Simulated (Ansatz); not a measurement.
Predict the output of the script below (Ansatz 0.2.0, Python API).

The script, `opt_ch4albo.py`:
```python
import itertools

import ansatz as az
from ase import Atoms
from ase.data import atomic_numbers, covalent_radii
import numpy as np

atoms = Atoms(["C", "Al", "B", "O", "H", "H", "H", "H"], positions=[
    (-0.8073, 1.1615, -0.3943),
    (0.7352, 0.1083, 0.0638),
    (1.1512, -1.9104, 0.349),
    (1.8817, -0.7864, 1.1301),
    (-1.3886, 0.726, -1.2727),
    (-1.5333, 1.2834, 0.4689),
    (-0.5044, 2.2292, -0.6915),
    (0.5575, -2.8687, 0.2908),
])
mol = az.Crystal.molecule_from_ase(atoms)

calculation = mol.calculation().basis(gaussian="def2-SVP").functional("PBE0").accuracy("medium")
symbols = [site.symbol for site in mol.cartesian_sites]
start = np.array([site.position_ang for site in mol.cartesian_sites], dtype=float)
def progress(event):
    if event["event"] == "relax_step":
        row = event["data"]
        print(f"step {row['step']:3d}  E = {row['lagrangian_ev']:.6f} eV  largest force component {row['allowed_force_max_ev_ang']:.4f} eV/A")


r = calculation.relax(force_tolerance=0.005).session().plan().execute(on_event=progress).report
end = np.array(r["positions_ang"])

print(f"E = {r['free_energy_ev']:.6f} eV = {r['free_energy_ev'] / 27.211386246:.7f} Ha")
print("converged:", r["converged"], " doubts:", r["published_state_doubts"] or "none")

radius = [covalent_radii[atomic_numbers[s]] for s in symbols]
span = lambda where, i, j: np.linalg.norm(where[i] - where[j])
bonded = [(i, j) for i, j in itertools.combinations(range(len(symbols)), 2) if min(span(start, i, j), span(end, i, j)) < 1.2 * (radius[i] + radius[j])]
print("pair        before    after (A)")
for i, j in bonded:
    print(f"{symbols[i]}{i}-{symbols[j]}{j}".ljust(10), f"{span(start, i, j):8.4f} {span(end, i, j):8.4f}")
```

```console
$ python opt_ch4albo.py
step   1  E = -10407.993688 eV  largest force component 7.0366 eV/A
step   2  E = -10409.202291 eV  largest force component 1.9565 eV/A
step   3  E = -10409.726908 eV  largest force component 1.4758 eV/A
step   4  E = -10409.991888 eV  largest force component 0.4530 eV/A
step   5  E = -10410.180911 eV  largest force component 0.4287 eV/A
step   6  E = -10410.329947 eV  largest force component 0.2568 eV/A
step   7  E = -10410.417158 eV  largest force component 0.1504 eV/A
step   8  E = -10410.424785 eV  largest force component 0.6593 eV/A
step   9  E = -10410.443099 eV  largest force component 0.1700 eV/A
step  10  E = -10410.443986 eV  largest force component 0.0927 eV/A
step  11  E = -10410.444993 eV  largest force component 0.0278 eV/A
step  12  E = -10410.445093 eV  largest force component 0.0174 eV/A
step  13  E = -10410.445130 eV  largest force component 0.0112 eV/A
step  14  E = -10410.445135 eV  largest force component 0.0134 eV/A
step  15  E = -10410.445144 eV  largest force component 0.0014 eV/A
E = -10410.445173 eV = -382.5768037 Ha
converged: True  doubts: none
pair        before    after (A)
C0-Al1       1.9231   1.9479
C0-H4        1.1398   1.0999
C0-H5        1.1345   1.1030
C0-H6        1.1489   1.1030
Al1-B2       2.0808   2.0077
Al1-O3       1.8033   1.8498
B2-O3        1.5515   1.3228
B2-H7        1.1288   1.2097
```

Reading the output:
- These settings explore the input space; basis and method may be short of convergence.
- The end point is the stationary point reached from this start; no frequency run checks that it is a minimum, and the basis set is modest.
- It ran for 34 s on 1 thread of Intel(R) Xeon(R) 6975P-C (Granite Rapids), with other jobs on the host, peak memory 0.22 GiB.

(Lines on the test bed's own set-up are left out of the output.)
